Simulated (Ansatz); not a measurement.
# In3P: the cost of one run

Computed with Ansatz 0.2.0 (DFT PBE, scalar-relativistic, plane waves, PAW, unless a step's input says otherwise).

1 further run of the same task is left out (it didn't finish).

### Step 1. Starting point

The structure is hexagonal, space group P6/mmm (No. 191). The conventional cell has a = 4.850 Å, b = 4.850 Å, c = 5.073 Å, α = 90.00°, β = 90.00°, γ = 120.00°. Around In (site symmetry mmm) lie 4 In at 2.42 Å and 4 P at 3.51 Å. P (site symmetry 6/mmm) is surrounded by 12 In at 3.51 Å.

Structure file:

```cif
data_structure
_symmetry_space_group_name_H-M 'P 1'
_symmetry_Int_Tables_number 1
_cell_length_a 4.8495
_cell_length_b 4.8495
_cell_length_c 5.0734
_cell_angle_alpha 90.000
_cell_angle_beta 90.000
_cell_angle_gamma 120.000
_cell_volume 103.33
loop_
_atom_site_label
_atom_site_type_symbol
_atom_site_fract_x
_atom_site_fract_y
_atom_site_fract_z
_atom_site_occupancy
In1 In 0.50000 0.00000 0.00000 1
In2 In 0.00000 0.50000 0.00000 1
In3 In 0.50000 0.50000 0.00000 1
P1 P 0.00000 0.00000 0.50000 1
```

A structure generator made this guess: random cell by space group and Wyckoff sites (P6/mmm, No. 191). The dimensions are guesses.

### Step 2. The guess as it stands, on a coarse mesh

Contents of input.yaml:

```yaml
crystal:
  lattice:
    - [4.84950129, 0.0, 0.0]
    - [-2.42475064, 4.19979131, 0.0]
    - [0.0, 0.0, 5.07344137]
  atoms:
    - { symbol: In, position: [0.5, 0.0, 0.0] }
    - { symbol: In, position: [0.0, 0.5, 0.0] }
    - { symbol: In, position: [0.5, 0.5, 0.0] }
    - { symbol: P, position: [0.0, 0.0, 0.5] }
basis:
  ecutwfc: 420
kpoints:
  mp_grid: { grid: [6, 6, 4] }
hamiltonian:
  xc: pbe
scf:
  occupations: { method: gaussian, width: 0.1 }
  lower_state_search: "off"
output:
  forces: true
  stress: true
  eigenvalues: true
```

On the command line:

```bash
$ ansatz run input.yaml --threads 1 --pin off --max-ram 2560MiB --backend cpu --events-out ev --progress --plain --runs-dir out
```

What time and memory should one allow on 1 thread of Intel Xeon Platinum 8488C (Sapphire Rapids), shared host?

About 2.3 s, with a peak of 0.51 GiB.
